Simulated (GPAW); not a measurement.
# Hf2Pd2Se2Br2O3 in GPAW: the effect of dispersion

Hf2Pd2Se2Br2O3:

```
Hf Pd Se Br O
1.0
     5.76069    0.00496   -0.00286
    -0.52750    5.84664    0.03413
    -1.48435   -0.92642    6.64586
Hf Pd Se Br O
2 2 2 2 3
Cartesian
  3.5658 1.9949 2.3367
  0.5362 2.1009 3.9624
  3.9042 -0.0043 5.6409
  0.4456 4.9498 2.4142
  2.0523 1.4944 6.2402
  2.4066 4.0824 3.5487
  4.1617 5.6554 1.0519
  -0.4152 4.0015 5.7576
  4.5038 1.1491 3.9299
  1.7546 1.0574 2.7229
  -0.4225 3.0696 2.4575
```

The cell was built by a generator and needn't be a form met in nature.

Alike in all runs:

| Quantity | Value |
| --- | --- |
| Program | GPAW 26.7.0 |
| Task | single point |
| Functional | PBE |
| Potentials or basis | GPAW PAW data sets (gpaw-data 1.2.1) |
| Cutoff | 800 eV |
| Basis | pw |
| k mesh | 3 × 3 × 2 |
| Occupations | fermi-dirac, width 0.05 eV |
| Spin | no spin polarisation |

```tsv
dispersion	pressure (GPa)	largest force (eV/Å)
D3(BJ)	-1.9	0.20
D3	?	?
D4	-1.2	0.19
```

Q: What does the run with dispersion D3 give?

A: Pressure -1.5 GPa; largest force 0.29 eV/Å.

Caveats: all runs use coarse meshes.
